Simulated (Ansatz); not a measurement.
# CH8GeOSi: the cost of one run

Computed with Ansatz 0.2.0, Gaussian basis. Level: BLYP/def2-SVP with D3(BJ) with three-body dispersion.

### Step 1. The relaxed structure

An earlier PBE0-D4 in a triple-zeta def2 set relaxation fixed the geometry.

12 atoms, charge 0, spin multiplicity 1.

Atoms are counted from 1 here; the program's logs count them from 0.

Bond lengths: C1–Si2 1.873 Å, C1–H5 1.092 Å, C1–H6 1.092 Å, C1–H7 1.092 Å, Si2–Ge3 2.389 Å, Si2–H8 1.491 Å, Si2–H9 1.490 Å, Ge3–O4 1.797 Å, Ge3–H10 1.538 Å, Ge3–H11 1.547 Å, O4–H12 0.960 Å. Angles: Si2–C1–H5 110.7°, Si2–C1–H6 111.0°, Si2–C1–H7 110.3°, H5–C1–H6 108.3°, H5–C1–H7 108.0°, H6–C1–H7 108.4°, C1–Si2–Ge3 110.5°, C1–Si2–H8 110.5°, C1–Si2–H9 111.1°, Ge3–Si2–H8 107.7°, Ge3–Si2–H9 109.3°, H8–Si2–H9 107.6°, Si2–Ge3–O4 108.9°, Si2–Ge3–H10 113.3°, Si2–Ge3–H11 113.0°, O4–Ge3–H10 103.1°, O4–Ge3–H11 108.9°, H10–Ge3–H11 109.2° and more.

Coordinates:

```
C    -0.9200    1.6511    0.1357
Si   -0.1925    0.1770    1.0343
Ge    1.1901   -1.1002   -0.4371
O     0.2071   -1.6322   -1.8439
H    -0.1311    2.3326   -0.1898
H    -1.6051    2.2037    0.7824
H    -1.4694    1.3228   -0.7492
H    -1.2765   -0.7191    1.5301
H     0.6105    0.6093    2.2133
H     2.3119   -0.2734   -1.0888
H     1.8066   -2.3459    0.2420
H    -0.4546   -2.2809   -1.5949
```

### Step 2. The run

Contents of in.yaml:

```yaml
crystal:
  periodic: [false, false, false]
  atoms:
    - {symbol: C, position_ang: [-0.919979, 1.651128, 0.135729]}
    - {symbol: Si, position_ang: [-0.192470, 0.177020, 1.034324]}
    - {symbol: Ge, position_ang: [1.190082, -1.100234, -0.437137]}
    - {symbol: O, position_ang: [0.207123, -1.632222, -1.843859]}
    - {symbol: H, position_ang: [-0.131118, 2.332564, -0.189835]}
    - {symbol: H, position_ang: [-1.605058, 2.203745, 0.782352]}
    - {symbol: H, position_ang: [-1.469402, 1.322824, -0.749166]}
    - {symbol: H, position_ang: [-1.276470, -0.719117, 1.530140]}
    - {symbol: H, position_ang: [0.610457, 0.609324, 2.213270]}
    - {symbol: H, position_ang: [2.311855, -0.273383, -1.088776]}
    - {symbol: H, position_ang: [1.806577, -2.345901, 0.241970]}
    - {symbol: H, position_ang: [-0.454598, -2.280949, -1.594912]}
basis:
  gaussian: {orbitals: def2-SVP}
hamiltonian: {xc: {name: BLYP}, dispersion: d3bjatm}
md: {timestep: 2 fs, n_steps: 30, ensemble: nvt_nose_hoover, temperature: 1500, initial_velocities: maxwell_boltzmann, seed: 116}
```

Launch:

```console
> ansatz run in.yaml --threads 4 --pin off --events-out ev --progress --plain --max-ram 10444MiB
```

What time and memory should one allow on 4 threads of Intel Xeon at 2.50GHz, shared host?

About 1.7 min, with a peak of 0.53 GiB.
